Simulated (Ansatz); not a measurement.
This script makes a table of relaxed lattice constants and trends of a series on the Cu3Au structure: Ba3Na, KBa3, RbBa3 with Ansatz 0.2.0 through its Python package.

`series_ba3na.py`
```python
'''Element substitution on the Cu3Au prototype.'''

import warnings

import ansatz
import numpy as np

DISPERSION = 'd3bj'
CUTOFF = 380
K_SPACING = 0.26
SMEARING = 'fermi_dirac'
WIDTH_EV = 0.05


def cu3au(first, second, a):
    return (
        ansatz.Lattice.cubic(a)
        .space_group(221)
        .atom(first, (0, 0, 0))
        .atom(second, (0, 0.5, 0.5))
    )


def compute(name, crystal):
    calc = crystal.calculation()
    calc = calc.functional(ansatz.Functional.R2SCAN, dispersion=DISPERSION)
    calc = calc.basis(CUTOFF)
    calc = calc.accuracy('medium').kpoints(spacing=K_SPACING)
    calc = calc.occupations(SMEARING, width=WIDTH_EV)
    calc = calc.stress()
    calc = calc.band_table()
    calc = calc.relax(force_tolerance=0.03, cell=True)
    return calc.run(threads=1)


def volume_per_atom(outcome):
    return abs(np.linalg.det(outcome.lattice.cell_ang)) / len(outcome.lattice.sites)

# rough a for each member; the cell is relaxed
warnings.simplefilter('ignore', ansatz.DeckWarning)

phases = {}
phases['Ba3Na'] = cu3au('Na', 'Ba', 5.48)
phases['KBa3'] = cu3au('K', 'Ba', 6.01)
phases['RbBa3'] = cu3au('Rb', 'Ba', 6.26)

done = {name: compute(name, crystal) for name, crystal in phases.items()}

rows = [(name, float(np.linalg.norm(o.lattice.cell_ang[0])), volume_per_atom(o)) for name, o in done.items()]
print('  compound       a (A)  V (A^3/atom)')
for row in rows:
    print(f'{str(row[0]):>10}  {row[1]:10.3f}  {row[2]:12.3f}')
```

Rank the compounds by their relaxed volume per atom.

From smallest to largest: Ba3Na (58.66 Å³), KBa3 (66.76 Å³) and RbBa3 (69.38 Å³). The largest is 18 % above the smallest.

The run itself:

```console
$ python series_ba3na.py
  compound       a (A)  V (A^3/atom)
     Ba3Na       6.168        58.662
      KBa3       6.440        66.761
     RbBa3       6.523        69.381
```

Caveats:
- These settings explore the input space; cutoff and mesh may be short of convergence.
- The cutoff lies under the one recommended for these potentials.
- The dispersion term runs with damping parameters of another functional.
- Dispersion corrections can be off by several per cent in the lattices of metals, and by several GPa in the pressure at a fixed cell.
- For the metals among these phases the mesh is modest: differences between phases can be off by up to 40 meV an atom.
- The cells are built on a prototype by substitution; a member may or may not take this structure in nature.
- The script silences the warnings on its input, which a real study should read.
- Run time: 2.1 min on 1 thread of Arm Neoverse V2, with other jobs on the host, peak memory 0.91 GiB.

(Lines on the test bed's own set-up are left out of the output.)
